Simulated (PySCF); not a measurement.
# C4H4OSSe: the cost of one run

Computed with PySCF 2.14.0 and routines of our own; the level stands in each step. Atoms count from 0.

## 1. The system as given

11 atoms, charge 0, multiplicity 1; geometry from: GFN2-xTB.

## 2. Magnetic properties: GIAO PBE0/pcSseg-1

Job settings and geometry (Å):

```
{"job": {"kind": "mag", "xc": "PBE0", "basis": "pcSseg-1", "isotopologues": 2}, "charge": 0, "multiplicity": 1}
O      2.700564     1.590519     0.050488
S      2.467593     0.171119     0.329593
C      0.678468     0.059482     0.142088
C     -0.189589    -0.969081     0.334433
C     -1.541811    -0.609601     0.124184
C     -1.733007     0.694020    -0.210629
Se    -0.159284     1.666421    -0.301352
H      2.691007    -0.480516    -0.916944
H      0.122636    -1.962415     0.608056
H     -2.349639    -1.314493     0.226082
H     -2.681515     1.157216    -0.411962
```

With the program's defaults for keys left out, this is: GIAO PBE0/pcSseg-1 magnetisability, rotational g tensor and spin-rotation constants, non-relativistic, gas phase.

Command:

```bash
$ OMP_NUM_THREADS=1 python excited_run.py task.json out
```

One launch serves the whole session: the jobs run in the order shown.

**Question.** How long does this first job take on 1 thread of Arm Neoverse N1, shared host, and how much memory does it need?

About 54 s, with a peak of 0.8 GiB.
